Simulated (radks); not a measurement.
# Exchange and kinetic functionals tested on atomic densities: Si²⁺, Be³⁺, Cs, Ir⁴⁺, Cu²⁸⁺, S⁴⁺

Aim: take each self-consistent density and evaluate many functionals on it, against the exact exchange and kinetic energies of the same orbitals. Every spin shell is full or empty, so the densities are truly spherical.

The numbers are computed with radks (a radial shooting solver on a logarithmic mesh, Libxc functionals) version 1 (non-relativistic Kohn-Sham, r2SCAN, spin-polarised, spherical densities, point nucleus; open shells are filled with parallel spins first), except any that are marked as measured or tabulated.

## Step 1: What is computed

- species: Si²⁺ ([Ne] 3s2), Be³⁺ (1s1), Cs ([Xe] 6s1), Ir⁴⁺ ([Xe] 4f14 5d5), Cu²⁸⁺ (1s1), S⁴⁺ ([Ne] 3s2)

## Step 2: Si²⁺, [Ne] 3s2

The run's settings:

```text
Z 14
configuration [Ne] 3s2
relativity non-relativistic
functional r2scan,r2scan
spin polarised
nucleus point
```

## Step 3: Be³⁺, 1s1

The run's settings:

```text
Z 4
configuration 1s1
relativity non-relativistic
functional r2scan,r2scan
spin polarised
nucleus point
```

## Step 4: Cs, [Xe] 6s1

The run's settings:

```text
Z 55
configuration [Xe] 6s1
relativity non-relativistic
functional r2scan,r2scan
spin polarised
nucleus point
```

## Step 5: Ir⁴⁺, [Xe] 4f14 5d5

The run's settings:

```text
Z 77
configuration [Xe] 4f14 5d5
relativity non-relativistic
functional r2scan,r2scan
spin polarised
nucleus point
```

## Step 6: Cu²⁸⁺, 1s1

The run's settings:

```text
Z 29
configuration 1s1
relativity non-relativistic
functional r2scan,r2scan
spin polarised
nucleus point
```

## Step 7: S⁴⁺, [Ne] 3s2

The run's settings:

```text
Z 16
configuration [Ne] 3s2
relativity non-relativistic
functional r2scan,r2scan
spin polarised
nucleus point
```

**Question.** What will these runs give? Wanted: for each run, error in magnitude; Si²⁺; Be³⁺; Cs; Ir⁴⁺; Cu²⁸⁺; S⁴⁺.

**Answer**, as computed:

```tsv
error in magnitude (%)	Si²⁺	Be³⁺	Cs	Ir⁴⁺	Cu²⁸⁺	S⁴⁺
exchange, LDA	-8.36	-14.20	-4.70	-3.85	-14.22	-8.22
exchange, B88	+0.05	-0.83	-0.00	+0.10	-0.87	+0.01
exchange, PW86	+0.65	-0.30	-0.25	-0.34	-0.36	+0.57
exchange, APBE	+0.70	-0.51	+0.27	+0.28	-0.56	+0.64
exchange, revTPSS	-0.34	+0.02	-0.95	-0.87	+0.00	-0.43
exchange, r2SCAN	+0.03	+0.03	-0.14	-0.14	+0.00	-0.02
exchange, Tao-Mo	+0.00	+0.04	-0.84	-0.80	+0.00	-0.09
exchange, TASK	-3.04	+0.03	-2.22	-1.81	+0.00	-3.09
exchange, MVS	-0.23	+0.03	+0.06	+0.12	+0.00	-0.30
kinetic, Thomas-Fermi	-7.52	-8.31	-5.16	-4.69	-8.22	-7.30
kinetic, LC94	+0.20	+2.30	+0.06	+0.01	+2.37	+0.24
kinetic, APBEK	+0.34	+2.14	+0.10	+0.03	+2.21	+0.36
kinetic, revAPBEK	+0.73	+3.03	+0.27	+0.17	+3.10	+0.73
kinetic, Thakkar	+0.04	+2.49	-0.62	-0.78	+2.56	+0.04
kinetic, Pearson	-1.70	-2.28	-0.90	-0.86	-2.21	-1.55
kinetic, LKT	+32.52	+62.67	+18.50	+16.16	+62.80	+31.34
kinetic, PG1	+26.48	+55.35	+14.51	+12.60	+55.50	+25.46
kinetic, Ernzerhof	+0.24	+6.74	-0.42	-0.48	+6.87	+0.22
```

Negative means that the magnitude is too small. For exchange the mean absolute error is least for r2SCAN (0.06 %) and largest for LDA (8.93 %). Among the orbital-free kinetic functionals LC94 (0.86 %) does best and LKT (37.33 %) worst. The functionals are evaluated on one density each, not self-consistently.
